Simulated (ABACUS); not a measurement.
Runs of ABACUS 3.10.1 on NaTb2Sc2FeO9. It takes space group P4/mmm (No. 123, tetragonal). The conventional cell has a = 3.860 Å, b = 3.860 Å, c = 12.406 Å, α = 90.00°, β = 90.00°, γ = 90.00°. Tb (site symmetry 4mm) has 4 O at 2.36 Å as nearest neighbours. Fe (site symmetry 4/mmm) has 6 O at 1.77 to 1.93 Å as nearest neighbours. Around Sc (site symmetry 4mm) lie 5 O at 2.02 to 2.03 Å. Na (site symmetry 4/mmm) is surrounded by 4 O at 2.73 Å. Around O (site symmetry mmm) lie 2 Fe at 1.93 Å. Around O (site symmetry 4mm) lie 1 Fe at 1.77 Å. Around O (site symmetry 2mm) lie 2 Sc at 2.03 Å. O (site symmetry 4/mmm) has 2 Sc at 2.02 Å as nearest neighbours. The cell was built by a generator and needn't be a form met in nature.

```csv
level,D2 scale factor,gap on the mesh (eV),moment (μB),largest force (eV/Å)
LDA,-,none,3.59,0.20
PBEsol,-,none,(b),0.12
BLYP+D3,-,none,3.66,(a)
BLYP+D2,1.2,none,3.66,0.76
RPBE,-,none,3.68,0.24
```

Alike in all rows: task single point; potentials or basis PseudoDojo NC SR 0.4.1 PBE standard, lanthanides 3+ (f in core), DZP LCAO (the cutoffs set its grid); spin collinear, ferromagnetic start; cell as given; k mesh 7 × 7 × 3; cutoff (eV) 1361; smearing fermi-dirac 0.05 eV.

Task: Estimate the missing entries.

Result: (a) 0.29; (b) 3.67.

Caveats: the atomic orbitals were generated for these runs and aren't a published set; the magnetic or orbital state may not be the lowest; the potentials were made for another functional, which shifts forces and pressure; spin-orbit coupling is left out, which moves the levels of the heavy elements; the 4f electrons are frozen in the core as for a trivalent ion, so they carry no moment and show no levels; the basis of atomic orbitals isn't converged, which shifts pressures, moduli and gaps.

A k mesh can miss the band edges, and the runs leave out spin-orbit coupling on Tb.

A gap of «none» marks a metal or a gap under the smearing width.

Runs at the PBE level aren't shown here.
